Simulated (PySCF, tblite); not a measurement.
# C₄H₁₁B₂P: geometry, infrared bands and NMR shifts

Aim: predict the infrared bands and NMR shifts of C₄H₁₁B₂P (`BPB(C)C1CC1`).

The runs use tblite 0.8.0 and PySCF 2.14.0, with density-fitted response routines of our own; the level of theory stands in each step. All values are computed, except where a source is named. Atoms are numbered from 0 throughout.

## 1. The molecule as given

18 atoms, charge 0, multiplicity 1; geometry from: force field or distance geometry start.

Bonds of the start (Å): B0–P1 1.93, P1–B2 1.90, B2–C3 1.61, B2–C4 1.59, C4–C5 1.50, C5–C6 1.51, C6–C4 1.51, B0–H7 1.20, B0–H8 1.19, P1–H9 1.43, C3–H10 1.12, C3–H11 1.13, C3–H12 1.07, C4–H13 1.11, C5–H14 1.10, C5–H15 1.11, C6–H16 1.11, C6–H17 1.11.

## 2. Relaxing the molecule with GFN2-xTB

The job: settings as JSON, then the geometry in Å.

```
{"job": {"kind": "relax", "xc": "GFN2-xTB", "basis": "xTB"}, "charge": 0, "multiplicity": 1}
B      2.594700    -0.506600     0.283400
P      1.637900     0.264400    -1.201800
B     -0.122100     0.835700    -0.774500
C     -0.302700     2.399100    -0.416600
C     -1.271200    -0.093600    -0.182200
C     -1.609800    -1.399600    -0.841500
C     -0.877300    -1.395900     0.474100
H      3.314500     0.223800     0.901100
H      3.005700    -1.614900     0.143300
H      1.756400    -0.483400    -2.413500
H      0.176800     2.494500     0.592700
H     -1.406000     2.598800    -0.303500
H      0.171300     3.018800    -1.153900
H     -2.162000     0.412500     0.249200
H     -1.031300    -1.683300    -1.727200
H     -2.641500    -1.812300    -0.769300
H      0.191400    -1.693100     0.437500
H     -1.433600    -1.558600     1.426300
```

The run is started by

```bash
OMP_NUM_THREADS=1 python probes_run.py task.json out
```

The driver reads the jobs from task.json and runs them one after another.

**Question.** This job is followed by: GFN2-xTB harmonic vibrations, gas phase; GIAO PBE0/pcSseg-1 NMR shielding, non-relativistic, gas phase. What will the session give for the following? strongest single infrared mode (GFN2-xTB); zero-point energy (GFN2-xTB); 13C shifts against TMS (PBE0/pcSseg-1, means over atoms taken as alike); 1H shifts against TMS (PBE0/pcSseg-1, means over atoms taken as alike); 11B shifts against BF3·OEt2 (PBE0/pcSseg-1); 31P shifts against H3PO4 (PBE0/pcSseg-1); surface potential, 1st and 99th percentile.

As calculated:

| quantity | value |
| --- | --- |
| strongest single infrared mode (GFN2-xTB) | 1168 cm⁻¹, 165 km/mol |
| zero-point energy (GFN2-xTB) | 89.0 kcal/mol |
| 13C shifts against TMS (PBE0/pcSseg-1, means over atoms taken as alike) | 14.8, 14.3, 12.9 ppm |
| 1H shifts against TMS (PBE0/pcSseg-1, means over atoms taken as alike) | 7.72, 4.45, 1.37, 1.12, 0.91, 0.67 ppm |
| 11B shifts against BF3·OEt2 (PBE0/pcSseg-1) | 79.0, 67.1 ppm |
| 31P shifts against H3PO4 (PBE0/pcSseg-1) | -49.8 ppm |
| surface potential, 1st and 99th percentile | -0.49 V and 0.78 V |

What this shows: Relaxing lowered the energy by 1.549 eV in 164 steps; the close pair that moved most is B0–P1, from 1.928 to 1.799 Å. No mode is imaginary among the 48: a minimum at this level. The strongest single mode, at 1168 cm⁻¹, is carried by H7, H8, B0. GFN2-xTB is a fitted tight-binding method: band positions and strengths are rough. Its intensities can rank the bands wrongly. At PBE0/pcSseg-1: The widest tensor belongs to P1: span 305 ppm, with a paramagnetic part of -605 ppm. By nearest atom (PBE0/pcSseg-1), the HOMO sits on P1 56 %; B0 15 % and the LUMO on B0 37 %; B2 23 %.
